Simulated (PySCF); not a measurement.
The system is CNAlOH4, in a box.

```xyz
8
Lattice="12.0000 0.0000 0.0000 0.0000 14.0000 0.0000 0.0000 0.0000 12.0000" Properties=species:S:1:pos:R:3 pbc="T T T"
C     5.7157    8.4692    5.5874
N     6.5618    8.0434    6.6649
Al    6.0562    6.3891    6.2540
O     5.1786    7.3577    5.0475
H     6.3047    9.0316    4.7978
H     4.9222    9.1856    5.9787
H     7.1357    8.6411    7.2107
H     6.1766    4.8422    6.6580
```

The cell isn't the ideal one: atoms moved at random, drawn with an rms of 0.05 Å.

Base run:

| Quantity | Value |
| --- | --- |
| Program | PySCF 2.14.0 |
| Functional | wB97X |
| Potentials or basis | cc-pvdz (all-electron) |
| k mesh | 1 × 1 × 1 |
| Occupations | fixed |
| Spin | no spin polarisation |

Its results: gap between the frontier levels 10.38 eV.

Q: The run is repeated on the same cell with these changes: functional from wB97X to PBE. What comes out?

A: Gap between the frontier levels 4.07 eV.

wB97X gives the wider gap, since exact exchange removes part of the self-interaction.

Caveats: this is a molecule in a periodic box at the Γ point, so its band gap is the HOMO-LUMO gap; the basis of atomic orbitals isn't converged, which shifts pressures, moduli and gaps.

